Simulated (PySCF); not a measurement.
**The bond of SrLi, level by level**

Aim: find the lowest electronic state of SrLi, scan its bond at several levels of theory, and get bond length, wavenumber and dissociation energy from each curve.

The runs use PySCF 2.14.0; Sr x2c-SVPall, Li x2c-SVPall, spin-free X2C with a Gaussian nucleus.

## Step 1: Input

The job is set up so:

* atoms: Sr, Li
* charge: 0
* basis: Sr x2c-SVPall, Li x2c-SVPall
* Hamiltonian: spin-free X2C with a Gaussian nucleus
* basis functions: 59
* electrons treated: 41
* masses in u: 87.9056, 7.0160
* levels: PBE0, PBE, r²SCAN, B3LYP, B2PLYP, M06, LC-ωPBE, HF, MP2, SCS-MP2, CCSD, CCSD(T)
* grid: 80 radial by 434 angular points
* occupations: held fixed by the projection of orbital angular momentum
* dissociation limit: Sr + Li, each in its ground configuration
* starting distance in angstrom: 2.995
* values of 2S to try: 1, 3

The run is started by

```console
OMP_NUM_THREADS=1 python dia.py task.json out
```

After this run come: First curve: PBE0; Other states along the same grid; PBE; r²SCAN (meta-GGA); B3LYP; B2PLYP; M06; LC-ωPBE (range-separated hybrid); ROHF (mean field); Correlated methods on the Hartree–Fock reference.

Before running it: what results should come out? Wanted: for each run, Re; ωe; De; μ.

As calculated:

Lowest PBE0 solution found, without spin–orbit coupling: ²Σ⁺ (doublet), unpaired electrons σ ↑. State 3 has its PBE0 minimum 1.42 eV higher. State 4 has its PBE0 minimum 1.47 eV higher. The other levels ran on the lowest alone.

```tsv
level	Re (Å)	ωe (cm⁻¹)	De (eV)	μ (D)
ROHF-CCSD(T)	3.697	157.2	0.246	n/a
PBE	3.612	179.5	0.392	-0.20
r²SCAN	3.645	181.7	0.439	0.25
B3LYP	3.652	166.0	0.259	-0.07
PBE0	3.630	179.1	0.365	0.03
M06	3.644	177.7	0.300	0.79
LC-ωPBE	3.591	195.7	0.382	0.55
B2PLYP	3.710	154.3	0.209	-0.14
```

De is counted to Sr + Li in their ground configurations. A positive dipole means Sr(−)Li(+). No constants: ROHF (no minimum is bracketed among the points kept); ROHF-MP2 (the points don't follow one smooth fit); ROHF-SCS-MP2 (the points don't follow one smooth fit); ROHF-CCSD (fits of two degrees disagree).

In words: Bond lengths run from 3.591 Å (LC-ωPBE) to 3.710 Å (B2PLYP). CCSD(T) can't serve as the judge here: for a weak bond in this basis it is far from its limit. Among the levels with a De in the table, it runs from 0.209 eV (B2PLYP) to 0.439 eV (r²SCAN).

Correlated steps freeze 9 core orbitals. B2PLYP dipoles, levels and charges come from its SCF part alone. Spin–orbit coupling is left out.
